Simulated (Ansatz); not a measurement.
**TaCd (L11 type): a single-point run**

Aim: a sound single-point run of TaCd (L11 type). The structure is shown as the input types it.

Method: Kohn-Sham DFT, with the functional, basis and potentials that each input names, in Ansatz 0.2.0.

5 further runs of the same task are left out: 4 that didn't finish, 1 set aside as unsound or not needed.

## (1) The structure to begin with

Symmetry: R-3m, No. 166, trigonal system. Conventional cell: a = 2.835 Å, b = 2.835 Å, c = 15.464 Å, α = 90.00°, β = 90.00°, γ = 120.00°. Cd (site symmetry -3m) has 6 Cd at 2.84 Å and 6 Ta at 3.05 Å as nearest neighbours. Around Ta (site symmetry -3m) lie 6 Ta at 2.84 Å and 6 Cd at 3.05 Å.

Structure file:

```cif
data_structure
_symmetry_space_group_name_H-M 'R-3m:H'
_symmetry_Int_Tables_number 166
_cell_length_a 2.8351
_cell_length_b 2.8351
_cell_length_c 15.4640
_cell_angle_alpha 90.000
_cell_angle_beta 90.000
_cell_angle_gamma 120.000
_cell_volume 107.65
loop_
_atom_site_label
_atom_site_type_symbol
_atom_site_symmetry_multiplicity
_atom_site_Wyckoff_symbol
_atom_site_fract_x
_atom_site_fract_y
_atom_site_fract_z
_atom_site_occupancy
Cd1 Cd 3 a 0.00000 0.00000 0.00000 1
Ta1 Ta 3 b 0.66667 0.33333 0.83333 1
```

## (2) Running it

Contents of input.yaml:

```yaml
crystal:
  lattice:
    - [1.4175686074, -0.818433617, 5.1546810766]
    - [0.0, 1.6368672342, 5.1546810766]
    - [-1.4175686074, -0.818433617, 5.1546810766]
  atoms:
    - { symbol: Cd, position: [0.0, 0.0, 0.0] }
    - { symbol: Ta, position: [0.5, 0.5, 0.5] }
kpoints:
  mp_grid: { grid: [13, 13, 13] }
scf:
  occupations: { method: fermi_dirac, width: 0.03 }
  max_iter: 75
hamiltonian:
  xc: lda
  pseudopotentials: { kind: paw }
  hubbard: { sites: [{ species: Ta, l: d, u_eff: -5.0 }] }
output:
  forces: true
  stress: true
  eigenvalues: true
  efg: { contact_densities: true }
```

The run is started by

```sh
ansatz run input.yaml --threads 1 --pin off --max-ram 2048MiB --backend cpu --events-out ev --progress --plain --runs-dir out
```

**Question.** How will this run end, and is anything wrong with its input?

The run converged and reported no error, with warnings (gradients without spin orbit). That alone doesn't make the input a sound one.

In the input, hamiltonian.hubbard.sites is [{species: Ta, l: d, u_eff: -5.0}]. The U is far outside the few eV that correlated shells need; it reshapes the shell's occupations.

The test: delete hamiltonian.hubbard.sites.
